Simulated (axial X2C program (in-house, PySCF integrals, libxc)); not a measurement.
# ZnC⁺: bond curves with and without spin–orbit coupling

Aim: find the lowest determinant of ZnC⁺, scan the bond at several levels and fit the constants, once spin-free and once with spin–orbit coupling.

Method: all-electron X2C, Zn dyall-v3z, C dyall-v3z; program: an in-house X2C program for linear molecules on PySCF integrals.

All values are calculated.

### Step 1. Set-up

task.json reads:

```json
{"zs": [30, 6], "q": 1, "bas": ["dyall-v3z", "dyall-v3z"], "levels": ["PBE0", "HF", "B97-3", "BHandHLYP"], "cc": false, "r0": 1.87, "npts": 10, "nst": 2, "ntry": 6}
```

Keys: zs atomic numbers; q charge; bas basis sets; levels methods (HF also brings MP2); cc coupled cluster on or off; r0 starting distance in Å; npts points asked for on the curve; nst determinants followed; ntry starts of the search.

On the command line:

```console
python so2c.py task.json out
```

Spin-free means the one-electron spin-free X2C Hamiltonian; two-component (2c) means X2C with spin–orbit coupling and atomic mean-field two-electron Coulomb and Gaunt terms. Basis: Zn dyall-v3z contracted to [9s10p6d3f2g], C dyall-v3z contracted to [7s6p2d1f]; Gaussian nuclei, density fitting. Masses: Zn 63.929 u, C 12.000 u.

Notation: σ, π±, δ± give the projection m of an orbital's angular momentum (0, ±1, ±2), α and β its spin, Λ and M_S the sums; ω is the projection of a spinor's total angular momentum and Ω the sum. Logs are in hartree.

The results follow Hamiltonian by Hamiltonian and level by level.

### Step 2. Which state to follow

PBE0 moves the distance from 1.870 Å to 2.074 Å and compares determinants there.

Spin-free determinants:

| ΔE (eV) | state | open shells |
| --- | --- | --- |
| 0.00 | M_S = 1/2, Λ = 1 | beyond closed shells: π+α |
| 0.50 | M_S = 3/2, Λ = 0 | beyond closed shells: σα, π+α, π-α |
| 1.22 | M_S = 1/2, Λ = 0 | beyond closed shells: σβ, π+α, π-α |
| 1.61 | M_S = 3/2, Λ = 1 | beyond closed shells: 2 × σα, π+α |
| 2.09 | M_S = 1/2, Λ = 0 | beyond closed shells: σα |
| 2.20 | M_S = 1/2, Λ = 1 | beyond closed shells: 2 × σα, π+β |
| 2.24 | M_S = 1/2, Λ = 0 | beyond closed shells: σα, π+β, π-α |

Two-component determinants:

```csv
ΔE (eV),state,open shells
0.00,Ω = 1/2,excess of +ω over −ω: ω = 1/2
0.01,Ω = 3/2,excess of +ω over −ω: ω = 3/2
1.23,Ω = 1/2,"excess of +ω over −ω: 2 × ω = -1/2, ω = 3/2"
1.62,Ω = 5/2,"excess of +ω over −ω: 2 × ω = 1/2, ω = 3/2"
2.20,Ω = 3/2,excess of +ω over −ω: 3 × ω = 1/2
```

### Step 3. PBE0, spin-free

State followed: M_S = 1/2, Λ = 1 (beyond closed shells: π+α). The scan is laid around 2.074 Å, a first estimate of the minimum, and this SCF restarts from the orbitals of the search.

Output at 2.074 Å:

```text
spin-free X2C-1e  PBE0
basis functions 150  fitting functions 845  grid points 5077
iter        total energy     max residual
   1      -1833.258507514     1.62e-06
   2      -1833.258507514     1.18e-06
converged
one-electron -2635.29291358  Coulomb 832.88187539  exact exchange -18.80498816  xc functional -57.96914364  nuclear repulsion 45.92666247
```

Along the bond, energies from the lowest point:

```csv
R (Å),E (eV),μ (D),HOMO (eV),LUMO (eV),iterations
1.804,0.3724,-1.29,-14.43,-11.48,13
1.887,0.1511,-1.12,-14.39,-11.35,13
1.950,0.0578,-0.97,-14.35,-11.26,13
2.012,0.0112,-0.80,-14.31,-11.19,12
2.074,0.0000,-0.62,-14.26,-11.13,2
2.147,0.0198,-0.40,-14.21,-11.08,12
2.219,0.0644,-0.17,-14.16,-11.04,12
2.312,0.1446,0.13,-14.10,-10.99,12
2.427,0.2605,0.45,-14.04,-10.93,12
2.592,0.4369,0.82,-14.00,-10.82,12
```

Dipoles are positive if C is the positive end and refer to the centre of mass.

Outer orbitals at the reference distance:

```csv
symmetry,occupied,ε (eV),atomic character
σα,yes,-24.23,"67% C s, 18% Zn d, 7% Zn p"
σβ,yes,-22.75,"52% Zn d, 37% C s, 4% Zn s"
π+α,yes,-21.71,99% Zn d
π+β,yes,-21.68,99% Zn d
π-β,yes,-21.68,99% Zn d
δ+β,yes,-21.68,100% Zn d
δ-β,yes,-21.68,100% Zn d
π-α,yes,-21.66,99% Zn d
δ+α,yes,-21.64,100% Zn d
δ-α,yes,-21.64,100% Zn d
σα,yes,-21.33,"84% Zn d, 12% C s"
σβ,yes,-20.73,"50% Zn d, 38% C s, 7% Zn s"
σα,yes,-15.04,"62% C p, 28% Zn s, 6% C s"
π+α,yes,-14.39,"93% C p, 4% Zn p, 2% Zn d"
σβ,yes,-14.26,"46% Zn s, 41% C p, 9% C s"
π-α,no,-11.13,"90% C p, 7% Zn p, 2% Zn d"
σα,no,-9.95,"48% Zn s, 24% C p, 24% Zn p"
σβ,no,-9.70,"42% C p, 28% Zn p, 27% Zn s"
π+β,no,-9.57,"82% C p, 15% Zn p, 2% Zn d"
```

PBE0 fields in the half plane through the axis: z from -2.4 to 4.2 Å across, distance from the axis 0.15 to 2.25 Å upwards; Zn lies at z = 0 and C at z = 2.074 Å; the ELF is damped to zero where the density is low.

log10 density (e/bohr³). Ten even steps from ' ' (-5.25 ) to '@' (1.37 ):
```
    ......::::::::::::::::::::::::........    
  ....::::::--------------------::::::::....  
  ..::::------========----------------::::....
....::----==========================----::::..
..::::--====++++++++++++++++++++++++====--::::
..::----==++++********++++++******++++==----::
::::--====++**##%%##****************++====--::
::::--==++**##%%@@%%##******##%%##**++++==--::
```

ELF. Ten even steps from '0' (0.00 ) to '9' (0.98 ):
```
00000000000000000000000
00000011211000000000000
00001122222100012210000
00011112222211345542000
00011111112334678876300
00111112221357789998510
00111125752278648999730
00111147373289091999730
```

Re = 2.066 Å, ωe = 435 cm⁻¹, ωexe = 4.56 cm⁻¹, Be = 0.3908 cm⁻¹, De = 1.62 eV, μ = -0.65 D.

### Step 4. HF, spin-free

The SCF at the reference distance of 2.074 Å:

```text
spin-free X2C-1e  HF
basis functions 150  fitting functions 845  grid points 5077
iter        total energy     max residual
   1      -1831.704328343     1.74e-01
   2      -1831.732167421     1.48e-02
   3      -1831.735250323     1.87e-02
   4      -1831.738110943     1.03e-02
   5      -1831.740700290     9.89e-03
   6      -1831.742560324     9.59e-03
   7      -1831.750158038     3.79e-03
   8      -1831.749994012     5.19e-03
   9      -1831.751239158     6.73e-04
  10      -1831.751234818     9.78e-04
  11      -1831.751213062     1.23e-03
  12      -1831.751258546     2.92e-04
  13      -1831.751260952     6.82e-05
  14      -1831.751261103     6.70e-06
  15      -1831.751261104     3.02e-06
  16      -1831.751261104     3.03e-06
  17      -1831.751261104     1.13e-07
converged
one-electron -2636.50220458  Coulomb 834.27757764  exact exchange -75.45329664  xc functional 0.00000000  nuclear repulsion 45.92666247
```

No constants are quoted: too few points lie around the minimum for a second fit to confirm the first.

### Step 5. B97-3, spin-free

Output at 2.074 Å:

```text
spin-free X2C-1e  B97-3
basis functions 150  fitting functions 845  grid points 5077
iter        total energy     max residual
   1      -1833.380077512     2.27e-02
   2      -1833.380458130     5.50e-03
   3      -1833.380361956     7.23e-03
   4      -1833.380610784     6.84e-04
   5      -1833.380612620     8.32e-04
   6      -1833.380617011     2.33e-04
   7      -1833.380618874     1.78e-04
   8      -1833.380621514     9.75e-05
   9      -1833.380622196     8.80e-06
  10      -1833.380622203     1.24e-06
  11      -1833.380622203     1.22e-07
converged
one-electron -2635.45548635  Coulomb 833.05627584  exact exchange -20.25894295  xc functional -56.64913121  nuclear repulsion 45.92666247
```

Re = 2.092 Å, ωe = 424 cm⁻¹, ωexe = 4.03 cm⁻¹, Be = 0.3813 cm⁻¹, De = 1.71 eV, μ = -0.59 D.

### Step 6. BHandHLYP, spin-free

Output at 2.074 Å:

```text
spin-free X2C-1e  BHandHLYP
basis functions 150  fitting functions 845  grid points 5077
iter        total energy     max residual
   1      -1833.485072182     5.70e-02
   2      -1833.487222608     1.07e-02
   3      -1833.486840524     1.56e-02
   4      -1833.487979290     2.34e-03
   5      -1833.488093687     2.08e-03
   6      -1833.488203778     1.93e-03
   7      -1833.488507103     1.27e-03
   8      -1833.488658139     3.81e-04
   9      -1833.488654936     2.81e-04
  10      -1833.488661606     3.18e-05
  11      -1833.488661692     1.48e-05
  12      -1833.488661703     1.99e-06
  13      -1833.488661703     2.91e-06
converged
one-electron -2635.83017869  Coulomb 833.47989454  exact exchange -37.65138317  xc functional -39.41365685  nuclear repulsion 45.92666247
```

Re = 2.130 Å, ωe = 378 cm⁻¹, ωexe = 4.05 cm⁻¹, Be = 0.3677 cm⁻¹, De = 1.27 eV, μ = -0.27 D. ⟨S²⟩ = 1.05 against 0.75 for a pure state, so this determinant mixes spins.

### Step 7. MP2, spin-free

Correlated methods: 15 electrons correlated (frozen shells, counted by type: Zn 3 s, 2 p; C 1 s), 239 virtual spinors in MP2.

MP2: No constants are quoted: the reference is strongly spin-contaminated.

### Step 8. A higher determinant, spin-free

State: M_S = 3/2, Λ = 0 (beyond closed shells: σα, π+α, π-α).

Output at the reference distance:

```text
spin-free X2C-1e  PBE0
basis functions 150  fitting functions 845  grid points 5077
iter        total energy     max residual
   1      -1833.240153607     2.70e-05
   2      -1833.240153612     3.59e-05
   3      -1833.240153622     1.36e-05
   4      -1833.240153624     7.47e-06
converged
one-electron -2634.58446958  Coulomb 832.27830120  exact exchange -18.83583491  xc functional -58.02481281  nuclear repulsion 45.92666247
```

```csv
R (Å),E above the lowest PBE0 point (eV)
1.804,0.322
1.887,0.293
1.950,0.332
2.012,0.405
2.074,0.499
2.147,0.624
2.219,0.753
2.312,0.914
2.427,1.088
```

Re = 1.867 Å, ωe = 620 cm⁻¹, Be = 0.4787 cm⁻¹, μ = -2.20 D. Te = 0.29 eV.

### Step 9. The spin-free curves together

Energy (eV) of the followed determinant, spin-free, from each level's lowest point:

```csv
R (Å),PBE0,HF,MP2 (spin-contaminated),B97-3,BHandHLYP
1.804,0.372,1.045,0.463,0.437,0.497
1.887,0.151,0.651,0.225,0.192,0.237
1.950,0.058,0.439,0.114,0.083,0.117
2.012,0.011,0.283,0.046,0.023,0.045
2.074,0.000,0.170,0.010,0.000,0.008
2.147,0.020,0.082,0.000,0.008,0.000
2.219,0.064,0.030,0.015,0.044,0.018
2.312,0.145,0.000,0.059,0.116,0.066
2.427,0.261,0.003,0.137,0.226,0.148
2.592,0.437,0.053,0.273,0.398,0.288
```

### Step 10. PBE0, 2c

State followed: Ω = 1/2 (excess of +ω over −ω: ω = 1/2). The scan is laid around 2.074 Å, a first estimate of the minimum, and this SCF restarts from the orbitals of the search.

The SCF at the reference distance of 2.074 Å:

```text
two-component X2C + atomic mean field  PBE0
basis functions 150  fitting functions 845  grid points 5077
iter        total energy     max residual
   1      -1832.716263261     5.88e-06
   2      -1832.716263262     6.00e-06
converged
one-electron -2633.91156880  Coulomb 832.59271172  exact exchange -18.79887715  xc functional -57.95011214  nuclear repulsion 45.92666247  atomic mean-field constant -0.57507937
```

Along the bond, energies from the lowest point:

```csv
R (Å),E (eV),μ (D),HOMO (eV),LUMO (eV),iterations
1.804,0.3701,-1.29,-14.43,-11.47,13
1.887,0.1497,-1.12,-14.39,-11.34,13
1.950,0.0570,-0.97,-14.35,-11.25,13
2.012,0.0109,-0.80,-14.31,-11.18,12
2.074,0.0000,-0.63,-14.26,-11.13,2
2.147,0.0201,-0.40,-14.21,-11.07,12
2.219,0.0649,-0.17,-14.15,-11.03,12
2.312,0.1454,0.12,-14.10,-10.99,12
2.427,0.2615,0.45,-14.04,-10.93,12
2.592,0.4380,0.82,-14.00,-10.81,12
```

Dipoles are positive if C is the positive end and refer to the centre of mass.

Outer spinors at the reference distance:

```json
{"ω": "-1/2", "occupied": "yes", "ε (eV)": "-24.23", "atomic character": "66% C s, 18% Zn d, 7% Zn p", "λ mixture": "100% σ"}
{"ω": "1/2", "occupied": "yes", "ε (eV)": "-22.77", "atomic character": "53% Zn d, 36% C s, 4% Zn s", "λ mixture": "99% σ, 1% π"}
{"ω": "-3/2", "occupied": "yes", "ε (eV)": "-21.88", "atomic character": "100% Zn d", "λ mixture": "82% δ, 18% π"}
{"ω": "3/2", "occupied": "yes", "ε (eV)": "-21.86", "atomic character": "100% Zn d", "λ mixture": "76% δ, 24% π"}
{"ω": "-1/2", "occupied": "yes", "ε (eV)": "-21.81", "atomic character": "97% Zn d", "λ mixture": "90% π, 10% σ"}
{"ω": "1/2", "occupied": "yes", "ε (eV)": "-21.79", "atomic character": "97% Zn d", "λ mixture": "97% π, 3% σ"}
{"ω": "5/2", "occupied": "yes", "ε (eV)": "-21.55", "atomic character": "100% Zn d", "λ mixture": "100% δ"}
{"ω": "3/2", "occupied": "yes", "ε (eV)": "-21.55", "atomic character": "100% Zn d", "λ mixture": "76% π, 24% δ"}
{"ω": "-3/2", "occupied": "yes", "ε (eV)": "-21.53", "atomic character": "99% Zn d", "λ mixture": "82% π, 18% δ"}
{"ω": "-5/2", "occupied": "yes", "ε (eV)": "-21.51", "atomic character": "100% Zn d", "λ mixture": "100% δ"}
{"ω": "-1/2", "occupied": "yes", "ε (eV)": "-21.29", "atomic character": "86% Zn d, 11% C s", "λ mixture": "90% σ, 10% π"}
{"ω": "1/2", "occupied": "yes", "ε (eV)": "-20.72", "atomic character": "51% Zn d, 37% C s, 6% Zn s", "λ mixture": "99% σ, 1% π"}
{"ω": "-1/2", "occupied": "yes", "ε (eV)": "-15.03", "atomic character": "62% C p, 28% Zn s, 6% C s", "λ mixture": "100% σ"}
{"ω": "1/2", "occupied": "yes", "ε (eV)": "-14.39", "atomic character": "93% C p, 4% Zn p, 2% Zn d", "λ mixture": "100% π"}
{"ω": "1/2", "occupied": "yes", "ε (eV)": "-14.26", "atomic character": "46% Zn s, 41% C p, 9% C s", "λ mixture": "100% σ"}
{"ω": "-3/2", "occupied": "no", "ε (eV)": "-11.13", "atomic character": "90% C p, 7% Zn p, 2% Zn d", "λ mixture": "100% π"}
{"ω": "-1/2", "occupied": "no", "ε (eV)": "-9.95", "atomic character": "48% Zn s, 24% C p, 24% Zn p", "λ mixture": "100% σ"}
{"ω": "1/2", "occupied": "no", "ε (eV)": "-9.69", "atomic character": "42% C p, 28% Zn p, 27% Zn s", "λ mixture": "100% σ"}
{"ω": "-1/2", "occupied": "no", "ε (eV)": "-9.57", "atomic character": "82% C p, 15% Zn p, 2% Zn d", "λ mixture": "100% π"}
```

PBE0 fields in the half plane through the axis: z from -2.4 to 4.2 Å across, distance from the axis 0.15 to 2.25 Å upwards; Zn lies at z = 0 and C at z = 2.074 Å; the ELF is damped to zero where the density is low.

log10 density (e/bohr³). Ten even steps from '0' (-5.25 ) to '9' (1.37 ):
```
00111222222222222111100
01122233333333332222110
01223334444333333332211
11233444444444444433221
12234455555555555544322
12334556666555666554332
22344567876666666654432
22345678987666787655432
```

ELF. Ten even steps from '0' (0.00 ) to '9' (0.98 ):
```
00000000000000000000000
00000011211000000000000
00001122222100012210000
00011112222211345542100
00011111112334678876300
00111112221357789998510
00111125752278648999730
00111147373289091999730
```

Re = 2.066 Å, ωe = 436 cm⁻¹, ωexe = 4.55 cm⁻¹, Be = 0.3911 cm⁻¹, De = 1.63 eV, μ = -0.65 D.

### Step 11. HF, 2c

Output at 2.074 Å:

```text
two-component X2C + atomic mean field  HF
basis functions 150  fitting functions 845  grid points 5077
iter        total energy     max residual
   1      -1831.162782560     1.74e-01
   2      -1831.190622776     1.49e-02
   3      -1831.193702449     1.86e-02
   4      -1831.196556536     1.03e-02
   5      -1831.199141902     9.88e-03
   6      -1831.200985670     9.59e-03
   7      -1831.208577195     3.86e-03
   8      -1831.208449099     5.18e-03
   9      -1831.209691625     6.89e-04
  10      -1831.209688661     9.69e-04
  11      -1831.209665107     1.25e-03
  12      -1831.209711934     2.91e-04
  13      -1831.209714324     7.02e-05
  14      -1831.209714483     7.14e-06
  15      -1831.209714484     3.11e-06
  16      -1831.209714484     3.31e-06
  17      -1831.209714484     1.58e-06
converged
one-electron -2635.11972026  Coulomb 833.98728655  exact exchange -75.42886388  xc functional 0.00000000  nuclear repulsion 45.92666247  atomic mean-field constant -0.57507937
```

No constants are quoted: too few points lie around the minimum for a second fit to confirm the first.

### Step 12. B97-3, 2c

Output at 2.074 Å:

```text
two-component X2C + atomic mean field  B97-3
basis functions 150  fitting functions 845  grid points 5077
iter        total energy     max residual
   1      -1832.837970735     2.29e-02
   2      -1832.838351373     5.52e-03
   3      -1832.838255388     7.25e-03
   4      -1832.838503849     6.85e-04
   5      -1832.838505673     8.33e-04
   6      -1832.838510082     2.32e-04
   7      -1832.838511939     1.78e-04
   8      -1832.838514570     9.74e-05
   9      -1832.838515251     8.78e-06
  10      -1832.838515258     1.24e-06
  11      -1832.838515258     1.22e-07
converged
one-electron -2634.07434362  Coulomb 832.76731262  exact exchange -20.25236044  xc functional -56.63070693  nuclear repulsion 45.92666247  atomic mean-field constant -0.57507937
```

Re = 2.091 Å, ωe = 424 cm⁻¹, ωexe = 4.02 cm⁻¹, Be = 0.3816 cm⁻¹, De = 1.71 eV, μ = -0.59 D.

### Step 13. BHandHLYP, 2c

The SCF at the reference distance of 2.074 Å:

```text
two-component X2C + atomic mean field  BHandHLYP
basis functions 150  fitting functions 845  grid points 5077
iter        total energy     max residual
   1      -1832.942890270     5.70e-02
   2      -1832.945042023     1.07e-02
   3      -1832.944660449     1.56e-02
   4      -1832.945797483     2.33e-03
   5      -1832.945911486     2.07e-03
   6      -1832.946021051     1.93e-03
   7      -1832.946322767     1.27e-03
   8      -1832.946474977     3.86e-04
   9      -1832.946471744     2.83e-04
  10      -1832.946478551     3.24e-05
  11      -1832.946478643     1.49e-05
  12      -1832.946478655     1.99e-06
  13      -1832.946478654     2.94e-06
converged
one-electron -2634.44863526  Coulomb 833.19052462  exact exchange -37.63915352  xc functional -39.40079759  nuclear repulsion 45.92666247  atomic mean-field constant -0.57507937
```

Re = 2.130 Å, ωe = 378 cm⁻¹, ωexe = 4.05 cm⁻¹, Be = 0.3679 cm⁻¹, De = 1.27 eV, μ = -0.27 D.

### Step 14. Correlated methods, 2c

Correlated methods: 15 electrons correlated (frozen shells, counted by type: Zn 3 s, 2 p; C 1 s), 239 virtual spinors in MP2.

MP2: No constants are quoted: the reference is strongly spin-contaminated.

### Step 15. A higher determinant, 2c

State: Ω = 3/2 (excess of +ω over −ω: ω = 3/2).

Output at the reference distance:

```text
two-component X2C + atomic mean field  PBE0
basis functions 150  fitting functions 845  grid points 5077
iter        total energy     max residual
   1      -1832.715928742     5.72e-06
   2      -1832.715928746     5.03e-06
   3      -1832.715928747     4.16e-06
converged
one-electron -2633.91215774  Coulomb 832.59383049  exact exchange -18.79895947  xc functional -57.95022514  nuclear repulsion 45.92666247  atomic mean-field constant -0.57507937
```

| R (Å) | E above the lowest PBE0 point (eV) |
| --- | --- |
| 1.804 | 0.387 |
| 1.887 | 0.163 |
| 1.950 | 0.069 |
| 2.012 | 0.021 |
| 2.074 | 0.009 |
| 2.147 | 0.028 |
| 2.219 | 0.072 |
| 2.312 | 0.152 |
| 2.427 | 0.267 |

Re = 2.068 Å, ωe = 435 cm⁻¹, ωexe = 4.56 cm⁻¹, Be = 0.3901 cm⁻¹, μ = -0.64 D. Te = 0.01 eV.

### Step 16. The 2c curves together

Energy (eV) of the followed determinant, 2c, from each level's lowest point:

```csv
R (Å),PBE0,HF,MP2 (spin-contaminated),B97-3,BHandHLYP
1.804,0.370,1.044,0.462,0.434,0.495
1.887,0.150,0.651,0.225,0.191,0.235
1.950,0.057,0.439,0.114,0.083,0.116
2.012,0.011,0.283,0.045,0.023,0.044
2.074,0.000,0.170,0.010,0.000,0.008
2.147,0.020,0.082,0.000,0.009,0.000
2.219,0.065,0.030,0.015,0.044,0.018
2.312,0.145,0.000,0.059,0.117,0.066
2.427,0.261,0.003,0.137,0.227,0.148
2.592,0.438,0.053,0.273,0.399,0.288
```

The whole job took 89 s on 1 thread, shared host.

### Step 17. Constants

Lowest determinant that the search found at its distance, spin-free: M_S = 1/2, Λ = 1 (beyond closed shells: π+α).

Lowest determinant that the search found at its distance, 2c: Ω = 1/2 (excess of +ω over −ω: ω = 1/2).

| Hamiltonian | level | Re (Å) | ωe (cm⁻¹) | De (eV) | μ (D) |
| --- | --- | --- | --- | --- | --- |
| spin-free | PBE0 | 2.066 | 435 | 1.62 | -0.65 |
| spin-free | B97-3 | 2.092 | 424 | 1.71 | -0.59 |
| spin-free | BHandHLYP | 2.130 | 378 | 1.27 | -0.27 |
| 2c | PBE0 | 2.066 | 436 | 1.63 | -0.65 |
| 2c | B97-3 | 2.091 | 424 | 1.71 | -0.59 |
| 2c | BHandHLYP | 2.130 | 378 | 1.27 | -0.27 |

Dipoles are positive if C is the positive end and refer to the centre of mass. No constants: spin-free HF (too few points lie around the minimum for a second fit to confirm the first); spin-free MP2 (the reference is strongly spin-contaminated); 2c HF (too few points lie around the minimum for a second fit to confirm the first); 2c MP2 (the reference is strongly spin-contaminated). Spin-free ⟨S²⟩ is off its pure value at BHandHLYP 1.05.

Time per point (s) on 1 thread, shared host (2c runs); the times are rough: PBE0 0.61, B97-3 0.64, BHandHLYP 0.64.

**Reading.** At PBE0, going from spin-free to two-component changes Re by -1 mÅ, ωe by 0.0 %, which is small (part of it comes from the scalar share of the two-electron terms). De moves by 0.00 eV; both De rest on single-determinant atoms, which can miss part of an open shell's spin–orbit lowering.

De refers to Zn+ + C, each in the lowest determinant found, which need not be this curve's own limit. Each curve is one determinant whose occupation by symmetry is held fixed; it was picked as the lowest of a PBE0 search that is not exhaustive. De is counted from the lowest determinant-based energies of the atoms at the same level, without counterpoise correction. Density functionals use the spin component along the axis (collinear). The spin-free determinant is spin-contaminated at some levels.
